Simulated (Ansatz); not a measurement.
# F6S: the cost of one run

Computed with Ansatz 0.2.0 (DFT LDA, Gaussian basis cc-pV(T+d)Z, and further levels as typed in the inputs, unless a step's input says otherwise).

## 1. The system as given

Bond lengths: S1–F2 1.570 Å, S1–F3 1.570 Å, S1–F4 1.570 Å, S1–F5 1.570 Å, S1–F6 1.570 Å, S1–F7 1.570 Å. Angles (14 of 15 angles, heavy atoms first): F2–S1–F3 180.0°, F2–S1–F4 90.0°, F2–S1–F5 90.0°, F2–S1–F6 90.0°, F2–S1–F7 90.0°, F3–S1–F4 90.0°, F3–S1–F5 90.0°, F3–S1–F6 90.0°, F3–S1–F7 90.0°, F4–S1–F5 180.0°, F4–S1–F6 90.0°, F4–S1–F7 90.0°, F5–S1–F6 90.0°, F5–S1–F7 90.0°.

Structure file:

```xyz
7

S     0.0000    0.0000    0.0000
F     1.5700    0.0000    0.0000
F    -1.5700    0.0000    0.0000
F     0.0000    1.5700    0.0000
F     0.0000   -1.5700    0.0000
F     0.0000    0.0000    1.5700
F     0.0000    0.0000   -1.5700
```

## 2. Relaxing the atoms: F6S

input.yaml reads:

```yaml
relax:
  f_tol: 0.001
  max_steps: 200
crystal:
  periodic: [false, false, false]
  atoms:
    - { symbol: S, position_ang: [0.0, 0.0, 0.0] }
    - { symbol: F, position_ang: [1.57, 0.0, 0.0] }
    - { symbol: F, position_ang: [-1.57, 0.0, 0.0] }
    - { symbol: F, position_ang: [0.0, 1.57, 0.0] }
    - { symbol: F, position_ang: [0.0, -1.57, 0.0] }
    - { symbol: F, position_ang: [0.0, 0.0, 1.57] }
    - { symbol: F, position_ang: [0.0, 0.0, -1.57] }
basis:
  gaussian: { orbitals: "cc-pV(T+d)Z.json" }
hamiltonian:
  xc: lda
```

Started as:

```
$ ansatz run input.yaml --threads 4 --pin off --max-ram 14336MiB --backend cpu --events-out ev --progress --plain --runs-dir out
```

**Question.** How long does this run take on 4 threads of Intel Xeon Platinum 8375C at 2.90GHz (Ice Lake), shared host, and how much memory does it need?

About 3.8 s, with a peak of 0.29 GiB.
